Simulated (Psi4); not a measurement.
# A workflow on GeH2O2 (SMILES [OH][Ge][OH])

We compute a structure relaxation (singlet GeH2O2, PBE0/def2-SVPD), then the energy (doublet [GeH2O2]+, UPBE0/def2-SVPD), then a structure relaxation (doublet [GeH2O2]+, UPBE0/def2-SVPD), then the energy (doublet [GeH2O2]−, UPBE0/def2-SVPD), then a geometry optimisation (doublet [GeH2O2]−, UPBE0/def2-SVPD) of GeH2O2. 

The results are computed with Psi4 1.11.

## Step 1: The molecule

GeH2O2 has 5 atoms, charge 0, and is taken as a singlet. SMILES: `[OH][Ge][OH]`. The coordinates come from a PBE0-D4/def2-TZVP (4 decimals) relaxation. This is one conformer, not always the lowest. The run starts from this shape.

Bond lengths: O1–Ge2 1.790 Å, Ge2–O3 1.790 Å, O1–H4 0.961 Å, O3–H5 0.961 Å. Angles: O1–Ge2–O3 102.4°, Ge2–O1–H4 118.8°, Ge2–O3–H5 118.8°.

## Step 2: A geometry optimisation at PBE0/def2-SVPD (density fitting) (run 1)

geh2o2.sdf

```

     RDKit          3D

  5  4  0  0  0  0  0  0  0  0999 V2000
   -1.3410   -0.0995   -0.3774 O   0  0  0  0  0  0  0  0  0  0  0  0
   -0.3164   -0.8958    0.8553 Ge  0  0  0  0  0  3  0  0  0  0  0  0
    1.2819   -0.1423    0.5702 O   0  0  0  0  0  0  0  0  0  0  0  0
   -0.9409    0.5508   -0.9615 H   0  0  0  0  0  0  0  0  0  0  0  0
    1.3664    0.5132   -0.1279 H   0  0  0  0  0  0  0  0  0  0  0  0
  2  1  1  0
  3  2  2  0
  4  1  1  0
  5  3  1  0
M  CHG  2   2  -1   3   1
M  END
$$$$
```

geh2o2.py

```python
import psi4
from rdkit import Chem

psi4.set_memory('1600 MB')
psi4.set_num_threads(1)
psi4.set_output_file('output.dat', False)

rd = Chem.SDMolSupplier('geh2o2.sdf', removeHs=False, sanitize=False)[0]
xyz = rd.GetConformer().GetPositions()
atoms = '\n'.join(f'{a.GetSymbol()} {x:.4f} {y:.4f} {z:.4f}' for a, (x, y, z) in zip(rd.GetAtoms(), xyz))
mol = psi4.geometry('0 1\n' + atoms + '\nsymmetry c1')

psi4.set_options(dict(basis='def2-SVPD'))

e = psi4.optimize('pbe0')
print(f'pbe0 energy: {e:.10f} Eh')
print(mol.to_string(dtype='xyz', units='Angstrom'))
```

Started as:

```console
$ python geh2o2.py
```

output.dat:

```text
[...]
  Running in c1 symmetry.
[...]
  Nuclear repulsion =  189.662083617986980
[...]
  Multiplicity = 1
[...]
  Nalpha       = 25
  Nbeta        = 25
[...]
    Number of basis functions: 100
[...]
   @DF-RKS iter   1: -2226.68066482162385   -2.60664e+00   2.37981e-02 ADIIS/DIIS
[...]
   @DF-RKS iter   6: -2227.92024569196565   -3.81988e-11   9.21029e-09 DIIS
[...]
  @DF-RKS Final Energy: -2227.92024569196565
   => Energetics <=
    Nuclear Repulsion Energy =            188.3783501484139720
    One-Electron Energy =               -3478.2826338629329257
    Two-Electron Energy =                1134.8972270448018662
    DFT Exchange-Correlation Energy =     -72.9131890222488011
    Empirical Dispersion Energy =           0.0000000000000000
    VV10 Nonlocal Energy =                  0.0000000000000000
    Total Energy =                      -2227.9202456919656470
[...]
 Multipole Moments:
 ------------------------------------------------------------------------------------
     Multipole            Electronic (a.u.)      Nuclear  (a.u.)        Total (a.u.)
 ------------------------------------------------------------------------------------
 L = 1.  Multiply by 2.5417464519 to convert [e a0] to [Debye]
 Dipole X            :         -1.5845687            1.7219646            0.1373959
 Dipole Y            :         -4.2753922            4.6461030            0.3707108
 Dipole Z            :          4.1928156           -4.5563486           -0.3635330
 Magnitude           :                                                    0.5370851
[...]
  -Total Gradient:
     Atom            X                  Y                   Z
    ------   -----------------  -----------------  -----------------
       1       -0.000026049525     0.000100035578    -0.000120078745
       2        0.000006539530     0.000016092041    -0.000015323767
       3        0.000098785484     0.000097485193    -0.000074365817
       4        0.000002051140    -0.000022053898     0.000025317833
       5       -0.000018334774    -0.000021577366     0.000017746875
[...]
    Final optimized geometry and variables:
    Molecular point group: c1
    Full point group: C1
    Geometry (in Angstrom), charge = 0, multiplicity = 1:
    O           -1.122572139207     0.545468228959    -0.989606090062
    GE          -0.095974100716    -0.258950882253     0.253949646039
    O            1.510978398496     0.502502571963    -0.038126261054
    H           -0.738505899542     1.199825705873    -1.582728605245
    H            1.613651461775     1.161447965411    -0.732917111716
[...]
```

The script printed:

```text
Optimizer: Optimization complete!
pbe0 energy: -2227.9202456920 Eh
5
0 1 GeH2O2
O                    -1.122572139207     0.545468228959    -0.989606090062
Ge                   -0.095974100716    -0.258950882253     0.253949646039
O                     1.510978398496     0.502502571963    -0.038126261054
H                    -0.738505899542     1.199825705873    -1.582728605245
H                     1.613651461775     1.161447965411    -0.732917111716
```

Wall time 14 s (1 thread of AMD EPYC 9R45 (Zen 5), shared host); peak memory 0.6 GiB.

Step by step:

```tsv
step	energy from the first frame kept (eV)	largest force (eV/Å)
0	0.0000	0.5351
1	-0.0057	0.0254
2	-0.0058	0.0150
3	-0.0059	0.0081
```

After the run. Bond lengths: O1–Ge2 1.802 Å, Ge2–O3 1.802 Å, O1–H4 0.963 Å, O3–H5 0.963 Å. Angles: O1–Ge2–O3 102.0°, Ge2–O1–H4 120.1°, Ge2–O3–H5 120.1°.

## Step 3: The doublet cation: the energy at UPBE0/def2-SVPD (density fitting) (run 2)

job.in

```
memory 1600 MB

molecule m {
  1 2
  O     -2.53991663    -0.17760213    -0.72828722
  Ge    -0.59992757    -1.69773373     1.62169304
  O      2.43677160    -0.25879610     1.06974939
  H     -1.81413708     1.05895339    -1.84912725
  H      2.63079545     0.98643137    -0.24321531
  units bohr
  symmetry c1
}

set {
  reference uks
}

energy('pbe0/def2-SVPD')
```

Started as:

```console
$ psi4 -n 1 job.in job.out
```

job.out:

```text
[...]
  Running in c1 symmetry.
[...]
  Nuclear repulsion =  188.378371853611611
[...]
  Multiplicity = 2
[...]
  Nalpha       = 25
  Nbeta        = 24
[...]
    Number of basis functions: 100
[...]
   @DF-UKS iter   1: -2226.48180217456593   -2.44379e+00   2.29051e-02 ADIIS/DIIS
[...]
   @DF-UKS iter   9: -2227.53212680627712   -5.63300e-08   8.23385e-07 DIIS
[...]
   @S^2 Observed:                7.539105532E-01
[...]
    Orbital Energies [Eh]
    ---------------------
    Alpha Occupied:
       1A   -399.421950     2A    -50.256126     3A    -44.752001
       4A    -44.750326     5A    -44.749712     6A    -19.486798
       7A    -19.486725     8A     -6.642291     9A     -4.802069
      10A     -4.796574    11A     -4.795341    12A     -1.597052
      13A     -1.595239    14A     -1.593309    15A     -1.592770
      16A     -1.588942    17A     -1.271896    18A     -1.244404
      19A     -0.854970    20A     -0.780603    21A     -0.671368
      22A     -0.618344    23A     -0.616458    24A     -0.592711
      25A     -0.581899
    Alpha Virtual:
[...]
  @DF-UKS Final Energy: -2227.53212680627712
   => Energetics <=
    Nuclear Repulsion Energy =            188.3783718536116112
    One-Electron Energy =               -3463.3072715000471362
    Two-Electron Energy =                1120.0697671497966894
    DFT Exchange-Correlation Energy =     -72.6729943096384403
    Empirical Dispersion Energy =           0.0000000000000000
    VV10 Nonlocal Energy =                  0.0000000000000000
    Total Energy =                      -2227.5321268062775744
[...]
 Multipole Moments:
 ------------------------------------------------------------------------------------
     Multipole            Electronic (a.u.)      Nuclear  (a.u.)        Total (a.u.)
 ------------------------------------------------------------------------------------
 L = 1.  Multiply by 2.5417464519 to convert [e a0] to [Debye]
 Dipole X            :         -1.6886652            1.7219633            0.0332981
 Dipole Y            :         -4.5555753            4.6461020            0.0905266
 Dipole Z            :          4.4675001           -4.5563500           -0.0888499
 Magnitude           :                                                    0.1311417
[...]
```

Run time: 5.4 s. Hardware: 1 thread of AMD EPYC 9R45 (Zen 5), shared host; peak memory 0.53 GiB.

## Step 4: The doublet cation: a structure relaxation at UPBE0/def2-SVPD (density fitting) (run 3)

geh2o2.in

```
memory 1600 mb

molecule geom {
  1 2
  O     -2.53991663    -0.17760213    -0.72828722
  Ge    -0.59992757    -1.69773373     1.62169304
  O      2.43677160    -0.25879610     1.06974939
  H     -1.81413708     1.05895339    -1.84912725
  H      2.63079545     0.98643137    -0.24321531
  units bohr
  symmetry c1
}

set {
  basis        def2-SVPD
  reference    uks
  geom_maxiter 50
}

optimize("pbe0")
```

Started as:

```console
$ psi4 geh2o2.in geh2o2.out -n 1
```

geh2o2.out:

```text
[...]
  Running in c1 symmetry.
[...]
  Nuclear repulsion =  188.378371853611611
[...]
  Multiplicity = 2
[...]
  Nalpha       = 25
  Nbeta        = 24
[...]
    Number of basis functions: 100
[...]
   @DF-UKS iter   1: -2226.48180217456593   -2.44379e+00   2.29051e-02 ADIIS/DIIS
[...]
   @DF-UKS iter   7: -2227.55380091762254   -6.82121e-12   7.93831e-09 DIIS
[...]
   @S^2 Observed:                7.530683895E-01
[...]
  @DF-UKS Final Energy: -2227.55380091762254
   => Energetics <=
    Nuclear Repulsion Energy =            193.9354775819699057
    One-Electron Energy =               -3474.5695487095026692
    Two-Electron Energy =                1125.7853345156097475
    DFT Exchange-Correlation Energy =     -72.7050643056994659
    Empirical Dispersion Energy =           0.0000000000000000
    VV10 Nonlocal Energy =                  0.0000000000000000
    Total Energy =                      -2227.5538009176229934
[...]
 Multipole Moments:
 ------------------------------------------------------------------------------------
     Multipole            Electronic (a.u.)      Nuclear  (a.u.)        Total (a.u.)
 ------------------------------------------------------------------------------------
 L = 1.  Multiply by 2.5417464519 to convert [e a0] to [Debye]
 Dipole X            :         -1.1058465            1.3118753            0.2060288
 Dipole Y            :         -2.9837412            3.5396323            0.5558911
 Dipole Z            :          2.9260849           -3.4712344           -0.5451494
 Magnitude           :                                                    0.8053885
[...]
  -Total Gradient:
     Atom            X                  Y                   Z
    ------   -----------------  -----------------  -----------------
       1       -0.000068539356    -0.000041838780     0.000023046089
       2       -0.000003397726    -0.000009012773     0.000008814132
       3        0.000036808219    -0.000043800622     0.000060949113
       4        0.000012255479    -0.000022661944     0.000029142310
       5       -0.000028657896    -0.000021725731     0.000014400668
[...]
    Final optimized geometry and variables:
    Molecular point group: c1
    Full point group: C1
    Geometry (in Bohr), charge = 1, multiplicity = 2:
    O           -2.517559161575     0.689219644395    -1.627746319111
    GE          -0.122640140423    -0.330901149997     0.324506894658
    O            2.995146032269     0.599380056630     0.364047351449
    H           -2.201377758696     1.957352698266    -2.923949199972
    H            3.617042536838     1.862318782855    -0.821914051433
    Psi4 run time: 0:00:38.42
[...]
```

The script printed:

```text
Optimizer: Optimization complete!
```

Run time: 39 s. Hardware: 1 thread of AMD EPYC 9R45 (Zen 5), shared host; peak memory 0.57 GiB.

The path in brief:

```tsv
step	energy from the first frame kept (eV)	largest force (eV/Å)
0	0.0000	4.1958
1	-0.5137	0.9780
2	-0.5768	0.1273
3	-0.5879	0.1106
4	-0.5896	0.0387
5	-0.5898	0.0149
6	-0.5898	0.0043
```

After the run. Bond lengths: O1–Ge2 1.722 Å, Ge2–O3 1.722 Å, O1–H4 0.974 Å, O3–H5 0.974 Å. Angles: O1–Ge2–O3 128.5°, Ge2–O1–H4 120.8°, Ge2–O3–H5 120.8°.

## Step 5: The doublet anion: a single-point energy at UPBE0/def2-SVPD (density fitting) (run 4)

calc.dat

```
memory 1600 mb

molecule molecule1 {
  -1 2
  O     -1.344066    -0.093983    -0.385393
  Ge    -0.317468    -0.898402     0.858163
  O      1.289484    -0.136949     0.566087
  H     -0.960000     0.560374    -0.978516
  H      1.392157     0.521997    -0.128704
  units angstrom
  symmetry c1
}

set {
  basis     def2-SVPD
  reference uks
}

result, w = energy('pbe0', return_wfn=True)
```

Started as:

```console
$ psi4 -n 1 calc.dat calc.out
```

calc.out:

```text
[...]
  Running in c1 symmetry.
[...]
  Nuclear repulsion =  188.378371675681421
[...]
  Multiplicity = 2
[...]
  Nalpha       = 26
  Nbeta        = 25
[...]
    Number of basis functions: 100
[...]
   @DF-UKS iter   1: -2226.39374351465949   -2.35573e+00   2.46859e-02 DIIS/ADIIS
[...]
   @DF-UKS iter   9: -2227.90930090925667   -1.91721e-07   9.59848e-07 DIIS
[...]
   @S^2 Observed:                7.559325426E-01
[...]
    Orbital Energies [Eh]
    ---------------------
    Alpha Occupied:
       1A   -398.815541     2A    -49.653794     3A    -44.148557
       4A    -44.148445     5A    -44.147501     6A    -19.004141
       7A    -19.004113     8A     -6.039372     9A     -4.198072
      10A     -4.194898    11A     -4.193710    12A     -1.000406
      13A     -0.995137    14A     -0.991344    15A     -0.988909
      16A     -0.987721    17A     -0.798225    18A     -0.773439
      19A     -0.359200    20A     -0.304564    21A     -0.211293
      22A     -0.160100    23A     -0.131481    24A     -0.130259
      25A     -0.070627    26A      0.084876
    Alpha Virtual:
[...]
  @DF-UKS Final Energy: -2227.90930090925667
   => Energetics <=
    Nuclear Repulsion Energy =            188.3783716756814215
    One-Electron Energy =               -3490.5739641336522254
    Two-Electron Energy =                1147.3870180934789005
    DFT Exchange-Correlation Energy =     -73.1007265447649814
    Empirical Dispersion Energy =           0.0000000000000000
    VV10 Nonlocal Energy =                  0.0000000000000000
    Total Energy =                      -2227.9093009092566717
[...]
 Multipole Moments:
 ------------------------------------------------------------------------------------
     Multipole            Electronic (a.u.)      Nuclear  (a.u.)        Total (a.u.)
 ------------------------------------------------------------------------------------
 L = 1.  Multiply by 2.5417464519 to convert [e a0] to [Debye]
 Dipole X            :         -1.4488254            1.7219633            0.2731379
 Dipole Y            :         -3.9091465            4.6461020            0.7369555
 Dipole Z            :          3.8336395           -4.5563500           -0.7227105
 Magnitude           :                                                    1.0677164
[...]
```

It took 5.4 s on 1 thread of AMD EPYC 9R45 (Zen 5), shared host; peak memory 0.53 GiB.

## Step 6: The doublet anion: a structure relaxation at UPBE0/def2-SVPD (density fitting) (run 5)

geh2o2.py

```python
import psi4

psi4.set_memory('1600 MB')
psi4.set_num_threads(1)
psi4.core.set_output_file('run.log', False)

geom = psi4.geometry("""
-1 2
O     -1.344066    -0.093983    -0.385393
Ge    -0.317468    -0.898402     0.858163
O      1.289484    -0.136949     0.566087
H     -0.960000     0.560374    -0.978516
H      1.392157     0.521997    -0.128704
units angstrom
symmetry c1
""")

options = {'basis': 'def2-SVPD', 'reference': 'uks', 'geom_maxiter': 50}
psi4.set_options(options)

e_tot, wfn = psi4.optimize("pbe0", molecule=geom, return_wfn=True)
print(f'total energy {e_tot:.8f} hartree = {e_tot * 27.211386:.5f} eV')
print(geom.to_string(dtype='xyz', units='Angstrom'))
```

Started as:

```console
$ python geh2o2.py
```

run.log:

```text
[...]
  Running in c1 symmetry.
[...]
  Nuclear repulsion =  188.378371675681421
[...]
  Multiplicity = 2
[...]
  Nalpha       = 26
  Nbeta        = 25
[...]
    Number of basis functions: 100
[...]
   @DF-UKS iter   1: -2226.39374351465949   -2.35573e+00   2.46859e-02 ADIIS/DIIS
[...]
   @DF-UKS iter   7: -2227.91910491428553   -4.54747e-12   4.01740e-09 DIIS
[...]
   @S^2 Observed:                7.554077416E-01
[...]
  @DF-UKS Final Energy: -2227.91910491428553
   => Energetics <=
    Nuclear Repulsion Energy =            178.7397686349857224
    One-Electron Energy =               -3471.1128851249386571
    Two-Electron Energy =                1137.5122389423952427
    DFT Exchange-Correlation Energy =     -73.0582273667283175
    Empirical Dispersion Energy =           0.0000000000000000
    VV10 Nonlocal Energy =                  0.0000000000000000
    Total Energy =                      -2227.9191049142859811
[...]
 Multipole Moments:
 ------------------------------------------------------------------------------------
     Multipole            Electronic (a.u.)      Nuclear  (a.u.)        Total (a.u.)
 ------------------------------------------------------------------------------------
 L = 1.  Multiply by 2.5417464519 to convert [e a0] to [Debye]
 Dipole X            :         -1.7385087            1.8612281            0.1227195
 Dipole Y            :         -4.6906861            5.0218186            0.3311325
 Dipole Z            :          4.6001116           -4.9248294           -0.3247178
 Magnitude           :                                                    0.4797400
[...]
  -Total Gradient:
     Atom            X                  Y                   Z
    ------   -----------------  -----------------  -----------------
       1       -0.000026959616    -0.000023106087     0.000020770994
       2       -0.000015511369    -0.000041934817     0.000041023082
       3        0.000008042116    -0.000027712978     0.000029323970
       4       -0.000005786047    -0.000018430015     0.000012728326
       5       -0.000005864407    -0.000013139189     0.000018080153
[...]
    Final optimized geometry and variables:
    Molecular point group: c1
    Full point group: C1
    Geometry (in Angstrom), charge = -1, multiplicity = 2:
    O           -1.122760176312     0.619421363201    -1.071808802735
    GE          -0.108142643012    -0.291779482657     0.286146719763
    O            1.565728170926     0.575747008995    -0.100289941392
    H           -0.568617618177     1.233269049468    -1.561213653587
    H            1.470357757077     1.199759360059    -0.824798920449
[...]
```

The script printed:

```text
Some dependencies such as QCElemental have not yet finished migration to pydantic v2. If issues are encountered please downgrade pydantic or upgrade QCElemental as appropriate
	Unable to completely converge to displaced geometry.
	RMS(dx):  9.551e-07 	Max(dx):  1.904e-06 	RMS(dq):  1.535e-06
	Unable to completely converge to displaced geometry.
	RMS(dx):  1.751e-06 	Max(dx):  3.418e-06 	RMS(dq):  2.476e-06
	Previous geometry is closer to target in internal coordinates, so using that one.

	Best geometry has RMS(Delta(q)) = 2.47e-06

	Unable to completely converge to displaced geometry.
	RMS(dx):  2.633e-06 	Max(dx):  4.774e-06 	RMS(dq):  3.153e-06
	Previous geometry is closer to target in internal coordinates, so using that one.

	Best geometry has RMS(Delta(q)) = 2.54e-06

Optimizer: Optimization complete!
total energy -2227.91910491 hartree = -60624.76674 eV
5
-1 2 GeH2O2
O                    -1.122760176312     0.619421363201    -1.071808802735
Ge                   -0.108142643012    -0.291779482657     0.286146719763
O                     1.565728170926     0.575747008995    -0.100289941392
H                    -0.568617618177     1.233269049468    -1.561213653587
H                     1.470357757077     1.199759360059    -0.824798920449
```

Run time: 34 s. Hardware: 1 thread of AMD EPYC 9R45 (Zen 5), shared host; peak memory 0.58 GiB.

The path in brief:

```tsv
step	energy from the first frame kept (eV)	largest force (eV/Å)
0	0.0000	2.8326
1	-0.2149	0.7305
2	-0.2557	0.2449
3	-0.2654	0.0696
4	-0.2668	0.0082
5	-0.2668	0.0031
```

After the run. Bond lengths: O1–Ge2 1.925 Å, Ge2–O3 1.925 Å, O1–H4 0.961 Å, O3–H5 0.961 Å. Angles: O1–Ge2–O3 95.9°, Ge2–O1–H4 111.0°, Ge2–O3–H5 111.0°.

## Step 7: Outcome

```
                                                               quantity           value
                         run 1, PBE0/def2-SVPD: total energy at the end  -2227.92025 Eh
                                   run 1, PBE0/def2-SVPD: dipole moment          1.37 D
                                     run 1, PBE0/def2-SVPD: HOMO energy        -8.11 eV
                                     run 1, PBE0/def2-SVPD: LUMO energy        -1.70 eV
                                   run 1, PBE0/def2-SVPD: HOMO–LUMO gap         6.41 eV
                                    doublet cation, run 2: total energy  -2227.53213 Eh
              doublet cation, run 2: HOMO energy (highest over α and β)       -15.71 eV
               doublet cation, run 2: LUMO energy (lowest over α and β)       -13.00 eV
                                            doublet cation, run 2: ⟨S²⟩           0.754
                         doublet cation, run 3: total energy at the end  -2227.55380 Eh
              doublet cation, run 3: HOMO energy (highest over α and β)       -15.58 eV
               doublet cation, run 3: LUMO energy (lowest over α and β)       -11.62 eV
                                            doublet cation, run 3: ⟨S²⟩           0.753
                                     doublet anion, run 4: total energy  -2227.90930 Eh
               doublet anion, run 4: HOMO energy (highest over α and β)         2.31 eV
                doublet anion, run 4: LUMO energy (lowest over α and β)         4.23 eV
                                             doublet anion, run 4: ⟨S²⟩           0.756
                          doublet anion, run 5: total energy at the end  -2227.91910 Eh
               doublet anion, run 5: HOMO energy (highest over α and β)         1.78 eV
                doublet anion, run 5: LUMO energy (lowest over α and β)         4.33 eV
                                             doublet anion, run 5: ⟨S²⟩           0.755
 adiabatic electron affinity (to the doublet anion, no zero-point term)       -0.031 eV
adiabatic ionisation energy (to the doublet cation, no zero-point term)        9.971 eV
```

What this shows: The adiabatic electron affinity (to the doublet anion, no zero-point term) is −0.03 eV (−3.0 kJ/mol). A negative value puts this state of the anion above the relaxed parent: the electron is not bound at this level, and such a value depends on the basis. The adiabatic ionisation energy (to the doublet cation, no zero-point term) is 9.97 eV (230 kcal/mol). The optimisation (run 1, PBE0/def2-SVPD) took 4 steps and changed the energy by -0.006 eV. The optimisation (doublet cation, run 3) took 7 steps and changed the energy by -0.590 eV. The HOMO (doublet anion, run 4) lies at positive energy, 2.31 eV; only total energies tell whether the electron is bound.
